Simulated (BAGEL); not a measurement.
# HF/3-21G (density fitting with qzvpp-jkfit) run of SiH2Br− (SMILES [SiH2-]Br)

What is the vertical ionisation energy of SiH2Br− at HF/3-21G (density fitting with qzvpp-jkfit)? 

Program for the calculation: BAGEL 1.2.2.

6 further runs of the same task are left out: 2 that didn't finish, 4 set aside as unsound or not needed.

## (1) The molecule

SiH2Br− has 4 atoms, charge -1, and is taken as a singlet. SMILES: `[SiH2-]Br`. The shape is that of a GFN2-xTB optimisation.

Bond lengths: Si1–Br2 2.425 Å, Si1–H3 1.496 Å, Si1–H4 1.496 Å. Angles: Br2–Si1–H3 94.3°, Br2–Si1–H4 94.3°, H3–Si1–H4 98.4°.

## (2) A single-point energy at HF/3-21G (density fitting with qzvpp-jkfit)

input.json

```json
{ "bagel": [

{
  "title": "molecule",
  "basis": "3-21g",
  "df_basis": "qzvpp-jkfit",
  "angstrom": true,
  "geometry": [
    { "atom": "Si", "xyz": [      -0.191960,      -0.343010,      -0.619410 ] },
    { "atom": "Br", "xyz": [       1.687710,      -0.271360,       0.911070 ] },
    { "atom": "H", "xyz": [      -1.209900,      -0.529990,       0.461390 ] },
    { "atom": "H", "xyz": [      -0.285850,       1.144360,      -0.753060 ] }
  ]
},

{
  "title": "hf",
  "charge": -1
},

{
  "title": "print",
  "file": "orbitals.molden",
  "orbitals": true
}

]}
```

Launch:

```sh
$ BAGEL_NUM_THREADS=1 BAGEL input.json > input.out
```

Standard output:

```text
* using 1 threads per process

  ===============================================================
  ===============================================================

  *** Geometry ***

  { "atom" : "Si", "xyz" : [     -0.362752,     -0.648195,     -1.170515 ] },
  { "atom" : "Br", "xyz" : [      3.189310,     -0.512796,      1.721673 ] },
  { "atom" : "H", "xyz" : [     -2.286380,     -1.001536,      0.871901 ] },
  { "atom" : "H", "xyz" : [     -0.540178,      2.162527,     -1.423077 ] },

  Number of auxiliary basis functions:      430

  Since a DF basis is specified, we compute 2- and 3-index integrals:
    o Being stored without compression. Storage requirement is 0.005 GB

  Number of basis functions:       39
  Number of electrons      :       51

    * METHOD: MOLECULE                             0.07

  *** RHF ***

  === Nuclear Repulsion ===
   129.6442434224

      * DIIS with orbital gradients will be used.

  === RHF iteration (3-21g) ===
      0      -2848.61108669          0.00655428           0.01
      1      -2848.63246595          0.00165763           0.01
      2      -2848.63412340          0.00050314           0.01
      3      -2848.63436864          0.00014637           0.01
      4      -2848.63439373          0.00004483           0.01
      5      -2848.63439542          0.00001032           0.01
      6      -2848.63439551          0.00000311           0.01
      7      -2848.63439552          0.00000039           0.01
      8      -2848.63439552          0.00000010           0.01
      9      -2848.63439552          0.00000003           0.01
     10      -2848.63439552          0.00000001           0.01
    * SCF iteration converged.

    * Permanent dipole moment:
           (   -0.739035,    -0.202162,    -0.841347) a.u.

    * METHOD: HF                                   0.20

    * METHOD: PRINT                                0.00

  ===============================================================
```

Wall time 0.44 s (1 thread of AMD EPYC 9R45 (Zen 5), shared host).

## (3) Doublet neutral SiH2Br at the same level

input.json

```json
{ "bagel" : [

{
  "title" : "molecule",
  "basis" : "3-21g",
  "df_basis" : "qzvpp-jkfit",
  "angstrom" : "true",
  "geometry" : [
    { "atom" : "Si", "xyz" : [   -0.191960,   -0.343010,   -0.619410 ] },
    { "atom" : "Br", "xyz" : [    1.687710,   -0.271360,    0.911070 ] },
    { "atom" : "H", "xyz" : [   -1.209900,   -0.529990,    0.461390 ] },
    { "atom" : "H", "xyz" : [   -0.285850,    1.144360,   -0.753060 ] }
  ]
},
{ "title" : "uhf", "nopen" : 1 },
{ "title" : "print", "file" : "orbitals.molden", "orbitals" : "true" }

]}
```

Launch:

```sh
$ BAGEL_NUM_THREADS=1 BAGEL input.json > input.out
```

Standard output:

```text
* using 1 threads per process

  ===============================================================
  ===============================================================

  *** Geometry ***

  { "atom" : "Si", "xyz" : [     -0.362752,     -0.648195,     -1.170515 ] },
  { "atom" : "Br", "xyz" : [      3.189310,     -0.512796,      1.721673 ] },
  { "atom" : "H", "xyz" : [     -2.286380,     -1.001536,      0.871901 ] },
  { "atom" : "H", "xyz" : [     -0.540178,      2.162527,     -1.423077 ] },

  Number of auxiliary basis functions:      430

  Since a DF basis is specified, we compute 2- and 3-index integrals:
    o Being stored without compression. Storage requirement is 0.005 GB

  Number of basis functions:       39
  Number of electrons      :       51

    * METHOD: MOLECULE                             0.06

  *** Open-shell HF ***

  === Nuclear Repulsion ===
   129.6442434224

      * DIIS with orbital gradients will be used.

  === UHF iteration (3-21g) ===
      0      -2848.52761485          0.01943540           0.03
      1      -2848.56996238          0.00701224           0.03
      2      -2848.57512320          0.00257823           0.03
      3      -2848.57596894          0.00097500           0.03
      4      -2848.57628960          0.00028512           0.03
      5      -2848.57634875          0.00006389           0.03
      6      -2848.57635856          0.00002125           0.03
      7      -2848.57636090          0.00001499           0.03
      8      -2848.57636190          0.00001079           0.03
      9      -2848.57636266          0.00000281           0.03
     10      -2848.57636270          0.00000141           0.03
     11      -2848.57636271          0.00000076           0.03
     12      -2848.57636271          0.00000028           0.03
     13      -2848.57636271          0.00000013           0.03
     14      -2848.57636271          0.00000004           0.03
     15      -2848.57636271          0.00000001           0.02
    * SCF iteration converged.

    * S^2 (UHF) is 0.7543

    * Permanent dipole moment:
           (    1.008712,     0.246684,     1.108716) a.u.

    * METHOD: UHF                                  0.47

    * METHOD: PRINT                                0.00

  ===============================================================
```

Wall time 0.72 s (1 thread of AMD EPYC 9R45 (Zen 5), shared host).

## (4) What came out

Level: HF/3-21G (density fitting with qzvpp-jkfit).

```
                                                              quantity           value
                                         singlet SiH2Br−: total energy  -2848.63440 Eh
                                          singlet SiH2Br−: HOMO energy        -2.29 eV
                                          singlet SiH2Br−: LUMO energy         8.33 eV
singlet SiH2Br−: HOMO–LUMO gap (to an unbound level, set by the basis)        10.62 eV
                                  doublet neutral SiH2Br: total energy  -2848.57636 Eh
                                 doublet neutral SiH2Br: dipole moment          3.86 D
                                          doublet neutral SiH2Br: ⟨S²⟩           0.754
                   vertical detachment energy (to the doublet neutral)        1.579 eV
```

The vertical ionisation energy comes to 1.58 eV (152 kJ/mol). The negative HOMO energy of the first species, 2.29 eV, lies 0.71 eV above that difference.
